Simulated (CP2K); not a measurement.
# Bi2Te3 (Tellurobismuthite) (R-3m) in CP2K: further runs

Aim: see how the results for Bi2Te3 (Tellurobismuthite) move with the level of theory and the settings. Levels: PBEsol, r2SCAN, TB-mBJ. Tasks: band structure.

All numbers are computed with CP2K 2026.2; they aren't measurements. Logs are shortened: lines on timing, memory, paths and dates and some standing lists are left out, and cuts for length are marked.

**The experiment to reproduce.**

From “Vacancy and Antisite-Induced Ferromagnetism in Liquid-Phase Exfoliated Bi2Te3”, 2024, arxiv:2412.10539, for a bulk crystal of Bi2Te3: band gap 0.17 eV.

The results are compared with them further down.

### 1 Starting point

The structure is trigonal, space group R-3m (No. 166). The conventional cell has a = 4.386 Å, b = 4.386 Å, c = 30.497 Å, α = 90.00°, β = 90.00°, γ = 120.00°. Bi (site symmetry 3m) has 6 Te at 3.07 to 3.25 Å as nearest neighbours. Te (site symmetry 3m) is surrounded by 3 Bi at 3.07 Å. Te (site symmetry -3m) is surrounded by 6 Bi at 3.25 Å.

### 2 Band structure, PBEsol

The input, bi2te3_bands.inp:

```
&GLOBAL
  PROJECT bi2te3_bands
  RUN_TYPE ENERGY_FORCE
  PRINT_LEVEL LOW
&END GLOBAL
&FORCE_EVAL
  METHOD QS
  STRESS_TENSOR ANALYTICAL
  &DFT
    BASIS_SET_FILE_NAME BASIS_MOLOPT_UZH
    POTENTIAL_FILE_NAME POTENTIAL_UZH
    &MGRID
      CUTOFF 450
      REL_CUTOFF 60
      NGRIDS 4
    &END MGRID
    &QS
      METHOD GPW
      EPS_DEFAULT 1.0E-9
    &END QS
    &KPOINTS
      SCHEME MONKHORST-PACK 7 7 7
      GAMMA_CENTERED T
      SYMMETRY T
      SYMMETRY_BACKEND SPGLIB
    &END KPOINTS
    &SCF
      SCF_GUESS ATOMIC
      EPS_SCF 1.0E-6
      MAX_SCF 100
      ADDED_MOS 16
      CHOLESKY OFF
      EPS_EIGVAL 1.0E-7
      &DIAGONALIZATION ON
        ALGORITHM STANDARD
      &END DIAGONALIZATION
      &MIXING ON
        METHOD BROYDEN_MIXING
        ALPHA 0.4
        BETA 1.5
        NBUFFER 8
      &END MIXING
      &SMEAR ON
        METHOD FERMI_DIRAC
        ELECTRONIC_TEMPERATURE [K] 580.226
      &END SMEAR
    &END SCF
    &XC
      &XC_FUNCTIONAL
        &GGA_X_PBE_SOL
        &END GGA_X_PBE_SOL
        &GGA_C_PBE_SOL
        &END GGA_C_PBE_SOL
      &END XC_FUNCTIONAL
    &END XC
    &PRINT
      &KPOINTS ON
      &END KPOINTS
      &MULLIKEN ON
      &END MULLIKEN
      &MO ON
        ENERGIES T
        OCCUPATION_NUMBERS T
        &EACH
          QS_SCF 0
        &END EACH
        ADD_LAST NUMERIC
      &END MO
      &LOWDIN ON
      &END LOWDIN
      &HIRSHFELD ON
        SHAPE_FUNCTION DENSITY
      &END HIRSHFELD
      &BAND_STRUCTURE
        FILE_NAME bands.bs
        ADDED_MOS 6
        &KPOINT_SET
          UNITS B_VECTOR
          NPOINTS 10
          SPECIAL_POINT GAMMA 0.00000000 0.00000000 0.00000000
          SPECIAL_POINT L 0.50000000 0.00000000 0.00000000
          SPECIAL_POINT B1 0.50000000 0.17700839 -0.17700839
        &END KPOINT_SET
        &KPOINT_SET
          UNITS B_VECTOR
          NPOINTS 10
          SPECIAL_POINT B 0.82299161 0.50000000 0.17700839
          SPECIAL_POINT Z 0.50000000 0.50000000 0.50000000
          SPECIAL_POINT GAMMA 0.00000000 0.00000000 0.00000000
          SPECIAL_POINT X 0.33850420 0.00000000 -0.33850420
        &END KPOINT_SET
        &KPOINT_SET
          UNITS B_VECTOR
          NPOINTS 10
          SPECIAL_POINT Q 0.66149580 0.33850420 0.00000000
          SPECIAL_POINT F 0.50000000 0.50000000 0.00000000
          SPECIAL_POINT P1 0.66149580 0.66149580 0.17700839
          SPECIAL_POINT Z 0.50000000 0.50000000 0.50000000
        &END KPOINT_SET
        &KPOINT_SET
          UNITS B_VECTOR
          NPOINTS 10
          SPECIAL_POINT L 0.50000000 0.00000000 0.00000000
          SPECIAL_POINT P 0.82299161 0.33850420 0.33850420
        &END KPOINT_SET
      &END BAND_STRUCTURE
    &END PRINT
  &END DFT
  &SUBSYS
    &CELL
      A 10.4763118882 0.0000000000 0.0000000000
      B 9.5581931740 4.2888289808 0.0000000000
      C 9.5581931740 2.0461426804 3.7692644054
      PERIODIC XYZ
    &END CELL
    &COORD
      SCALED
      Bi  0.6000000000 0.6000000000 0.6000000000
      Bi  0.4000000000 0.4000000000 0.4000000000
      Te  0.7905000000 0.7905000000 0.7905000000
      Te  0.2095000000 0.2095000000 0.2095000000
      Te  0.0000000000 0.0000000000 0.0000000000
    &END COORD
    &KIND Bi
      BASIS_SET TZVP-MOLOPT-PBE-GTH-q5
      POTENTIAL GTH-PBE-q5
    &END KIND
    &KIND Te
      BASIS_SET TZVP-MOLOPT-PBE-GTH-q6
      POTENTIAL GTH-PBE-q6
    &END KIND
    &PRINT
      &ATOMIC_COORDINATES ON
      &END ATOMIC_COORDINATES
      &CELL ON
      &END CELL
      &SYMMETRY ON
      &END SYMMETRY
    &END PRINT
  &END SUBSYS
  &PRINT
    &FORCES ON
    &END FORCES
    &STRESS_TENSOR ON
    &END STRESS_TENSOR
  &END PRINT
&END FORCE_EVAL
```

Potentials or basis: POTENTIAL_UZH Bi GTH-PBE-q5, Te GTH-PBE-q6; TZVP-MOLOPT-PBE-GTH basis.

Started as:

```sh
$ OMP_NUM_THREADS=2 cp2k.psmp -i bi2te3_bands.inp -o bi2te3_bands.out
```

bi2te3_bands.out:

```text

 CP2K| version string:                                       CP2K version 2026.2
 CP2K| Input file name                                          bi2te3_bands.inp

 GLOBAL| Force Environment number                                              1
 GLOBAL| Basis set file name                                    BASIS_MOLOPT_UZH
 GLOBAL| Potential file name                                       POTENTIAL_UZH
 GLOBAL| MM Potential file name                                     MM_POTENTIAL
 GLOBAL| Coordinate file name                                      __STD_INPUT__
 GLOBAL| Method name                                                        CP2K
 GLOBAL| Project name                                               bi2te3_bands
 GLOBAL| Run type                                                   ENERGY_FORCE
 GLOBAL| FFT library                                                       FFTW3
 GLOBAL| Diagonalization library                                       ScaLAPACK
 GLOBAL| Cholesky decomposition library                                ScaLAPACK
 GLOBAL| DGEMM library                                                      BLAS
 GLOBAL| Direct generalized diagonalization requested                          F
 GLOBAL| Matrix multiplication library                                 ScaLAPACK
 GLOBAL| Global print level                                                  LOW
 GLOBAL| Total number of message passing processes                             1
 GLOBAL| Number of threads for this process                                    2
 GLOBAL| CPU model name                                                  UNKNOWN

 CELL| Volume [angstrom^3]:                                           169.357234
 CELL| Vector a [angstrom]:      10.476     0.000     0.000   |a| =    10.476312
 CELL| Vector b [angstrom]:       9.558     4.289     0.000   |b| =    10.476312
 CELL| Vector c [angstrom]:       9.558     2.046     3.769   |c| =    10.476312
 CELL| Angle (b,c), alpha [degree]:                                    24.166112
 CELL| Angle (a,c), beta  [degree]:                                    24.166112
 CELL| Angle (a,b), gamma [degree]:                                    24.166112
 CELL| Numerically orthorhombic:                                              NO
 CELL| Periodicity                                                           XYZ

 CELL_REF| Volume [angstrom^3]:                                       169.357234
 CELL_REF| Vector a [angstrom    10.476     0.000     0.000   |a| =    10.476312
 CELL_REF| Vector b [angstrom     9.558     4.289     0.000   |b| =    10.476312
 CELL_REF| Vector c [angstrom     9.558     2.046     3.769   |c| =    10.476312
 CELL_REF| Angle (b,c), alpha [degree]:                                24.166112
 CELL_REF| Angle (a,c), beta  [degree]:                                24.166112
 CELL_REF| Angle (a,b), gamma [degree]:                                24.166112
 CELL_REF| Numerically orthorhombic:                                          NO
 CELL_REF| Periodicity                                                       XYZ

 GENERATE|  Preliminary Number of Bonds generated:                             0
 GENERATE|  Achieved consistency in connectivity generation.

 *******************************************************************************
 *******************************************************************************
 **            Copyright (C) by CP2K developers group (2000-2026)             **
 *******************************************************************************

 TOTAL NUMBERS AND MAXIMUM NUMBERS

  Total number of            - Atomic kinds:                                   2
                             - Atoms:                                          5
                             - Shell sets:                                     5
                             - Shells:                                        35
                             - Primitive Cartesian functions:                 22
                             - Cartesian basis functions:                     90
                             - Spherical basis functions:                     85

  Maximum angular momentum of- Orbital basis functions:                        2
                             - Local part of the GTH pseudopotential:          0
                             - Non-local part of the GTH pseudopotential:      4

 MODULE QUICKSTEP: ATOMIC COORDINATES IN ANGSTROM

   Atom Kind Element         X             Y             Z       Z(eff)     Mass
      1    1 Bi   83     17.755619      3.800983      2.261559   5.0000 208.9804
      2    1 Bi   83     11.837079      2.533989      1.507706   5.0000 208.9804
      3    2 Te   52     23.393028      5.007795      2.979604   6.0000 127.6000
[... 126 lines left out ...]
  Core Hamiltonian energy:                                     15.08001865778456
  Hartree energy:                                              33.32886724092929
  Exchange-correlation energy:                                 -8.01558085068475
  Electronic entropic energy:                                  -0.00000983479064
  Fermi energy:                                                 0.17577717625326

  Total energy:                                               -35.43803008970264
  Total energy (extrapolated to T->0):                        -35.43802517230731

 MO| EIGENVALUES AND OCCUPATION NUMBERS FOR K POINT 1
 MO|
 MO|  Index      Eigenvalue [a.u.]        Eigenvalue [eV]             Occupation
 MO|      1              -0.317302              -8.634224               2.000000
 MO|      2              -0.305778              -8.320650               2.000000
 MO|      3              -0.233356              -6.349927               2.000000
 MO|      4              -0.186531              -5.075776               2.000000
 MO|      5              -0.114267              -3.109367               2.000000
 MO|      6               0.065946               1.794492               2.000000
[... 490 lines left out ...]
 MO|     29               0.541816              14.743569               0.000000
 MO|     30               0.559474              15.224062               0.000000
 MO| Sum:                                                              27.999990
 MO| E(Fermi):            0.175777 a.u.          4.783140 eV

 [... the levels of further k-points ...]

 !-----------------------------------------------------------------------------!
                     Mulliken Population Analysis

 #  Atom  Element  Kind  Atomic population                           Net charge
       1     Bi       1          4.592353                              0.407647
       2     Bi       1          4.592351                              0.407649
       3     Te       2          6.194327                             -0.194327
       4     Te       2          6.194326                             -0.194326
       5     Te       2          6.426643                             -0.426643
 # Total charge                             28.000000                  0.000000

 !-----------------------------------------------------------------------------!

 !-----------------------------------------------------------------------------!
                           Hirshfeld Charges

  #Atom  Element  Kind  Ref Charge     Population                    Net charge
      1       Bi     1       5.000          4.846                         0.154
      2       Bi     1       5.000          4.846                         0.154
      3       Te     2       6.000          6.081                        -0.081
      4       Te     2       6.000          6.081                        -0.081
      5       Te     2       6.000          6.147                        -0.147

  Total Charge                                                           -0.000
 !-----------------------------------------------------------------------------!

 LOWDIN POPULATION ANALYSIS

 #  Atom  Element  Kind  Atomic population                           Net charge
       1     Bi       1          5.523973                             -0.523973
       2     Bi       1          5.523973                             -0.523973
       3     Te       2          5.668112                              0.331888
       4     Te       2          5.668112                              0.331888
       5     Te       2          5.615829                              0.384171
 # Total charge                             28.000000                  0.000000

 KPOINTS| Band Structure Calculation
 KPOINTS| Number of k-point sets                                               4
 KPOINTS| Number of added MOs/bands                                            6
 KPOINTS| Number of k-points in set    1                                      21
 KPOINTS| In units of b-vector [2pi/Bohr]
 KPOINTS| Special point     1       GAMMA     0.000000     0.000000     0.000000
 KPOINTS| Special point     2           L     0.500000     0.000000     0.000000
 KPOINTS| Special point     3          B1     0.500000     0.177008    -0.177008
 KPOINTS| Number of k-points in set    2                                      31
 KPOINTS| In units of b-vector [2pi/Bohr]
 KPOINTS| Special point     1           B     0.822992     0.500000     0.177008
 KPOINTS| Special point     2           Z     0.500000     0.500000     0.500000
 KPOINTS| Special point     3       GAMMA     0.000000     0.000000     0.000000
 KPOINTS| Special point     4           X     0.338504     0.000000    -0.338504
 KPOINTS| Number of k-points in set    3                                      31
 KPOINTS| In units of b-vector [2pi/Bohr]
 KPOINTS| Special point     1           Q     0.661496     0.338504     0.000000
 KPOINTS| Special point     2           F     0.500000     0.500000     0.000000
 KPOINTS| Special point     3          P1     0.661496     0.661496     0.177008
 KPOINTS| Special point     4           Z     0.500000     0.500000     0.500000
 KPOINTS| Number of k-points in set    4                                      11
 KPOINTS| In units of b-vector [2pi/Bohr]
 KPOINTS| Special point     1           L     0.500000     0.000000     0.000000
 KPOINTS| Special point     2           P     0.822992     0.338504     0.338504

 ENERGY| Total FORCE_EVAL ( QS ) energy [hartree]            -35.438013181399633

 FORCES| Atomic forces [hartree/bohr]
 FORCES|   Atom     x               y               z               |f|
 FORCES|      1  1.58228433E-03  3.38714167E-04  2.01598535E-04   1.63064188E-03
 FORCES|      2 -1.58228853E-03 -3.38750629E-04 -2.01455201E-04   1.63063582E-03
 FORCES|      3  2.86608100E-03  6.13585243E-04  3.64984888E-04   2.95366232E-03
 FORCES|      4 -2.86601609E-03 -6.13582424E-04 -3.65071778E-04   2.95360949E-03
 FORCES|      5 -6.07046864E-08  3.36425307E-08 -5.64450611E-08   8.94590618E-08
 FORCES| Sum     8.64231465E-13  3.14075310E-13 -1.85132056E-13
 FORCES| Total atomic force                                       9.37983584E-13

 STRESS| Analytical stress tensor [bar]
 STRESS|                        x                   y                   z
 STRESS|      x        1.12885900602E+04  -4.41267526942E+02  -2.62646520535E+02
 STRESS|      y       -4.41267526942E+02   1.32557918116E+04  -5.60672459369E+01
 STRESS|      z       -2.62646520535E+02  -5.60672459369E+01   1.33165974641E+04
 STRESS| 1/3 Trace                                             1.26203264453E+04
 STRESS| Determinant                                           1.98912910967E+12

 STRESS| Eigenvectors and eigenvalues of the analytical stress tensor [bar]
 STRESS|                        1                   2                   3
 STRESS| Eigenvalues   1.11606874885E+04   1.33499742616E+04   1.33503175857E+04
 STRESS|      x           0.970354124666     -0.006048955936     -0.241611843409
 STRESS|      y           0.207682525370     -0.490439803277      0.846366804653
 STRESS|      z           0.123615700458      0.871454077674      0.474644023565
```

Wall time 71 s (2 threads of Arm Neoverse V1, shared host); peak memory 1.9 GiB.

What came out:

```yaml
Free_energy: -964.3174 eV
Pressure: 1.3 GPa
Largest_force: 0.152 eV/Å
Band_gap_on_the_k_mesh: 0.21 eV, direct
Band_gap_along_the_path: 0.21 eV, direct
Mulliken_charges: Bi +0.41; Te -0.19, -0.43 e
Hirshfeld_charges: Bi +0.15; Te -0.08, -0.15 e
```

Forces on the atoms (eV/Å):
```
Bi   0.081  0.017  0.010
Bi  -0.081 -0.017 -0.010
Te   0.147  0.032  0.019
Te  -0.147 -0.032 -0.019
Te   0.000  0.000  0.000
```

Levels at the corners of the path, in eV from the valence-band top:
```csv
point,band 11,band 12,band 13,band 14,band 15,band 16,band 17,band 18
Γ,-1.76,-0.99,-0.99,0.00,0.21,0.61,0.61,2.04
L,-3.01,-2.55,-1.04,-0.56,0.50,1.02,2.76,2.97
B1,-2.69,-2.07,-1.07,-0.83,1.17,1.42,2.55,3.28
B,-2.69,-2.07,-1.07,-0.83,1.17,1.42,2.55,3.28
Z,-1.48,-1.27,-1.27,-0.50,0.82,1.11,1.11,1.66
Γ,-1.76,-0.99,-0.99,0.00,0.21,0.61,0.61,2.04
X,-3.11,-1.75,-1.46,-0.71,1.04,2.01,2.05,3.70
Q,-3.11,-1.75,-1.46,-0.71,1.04,2.01,2.05,3.70
F,-2.11,-1.91,-1.68,-1.04,0.78,1.53,2.04,2.70
P1,-2.58,-1.49,-1.42,-1.33,1.11,1.30,1.66,2.76
Z,-1.48,-1.27,-1.27,-0.50,0.82,1.11,1.11,1.66
L,-3.01,-2.55,-1.04,-0.56,0.50,1.02,2.76,2.97
P,-2.58,-1.49,-1.42,-1.33,1.11,1.30,1.66,2.76
```

Caveat: Mulliken charges move with the basis; the potentials were made for another functional, which shifts forces and pressure; spin-orbit coupling is left out, which as a rule narrows the gap of such compounds by several tenths of an eV; the basis of atomic orbitals isn't converged, which shifts pressures, moduli and gaps.

(Continued in part 2 of 2.)
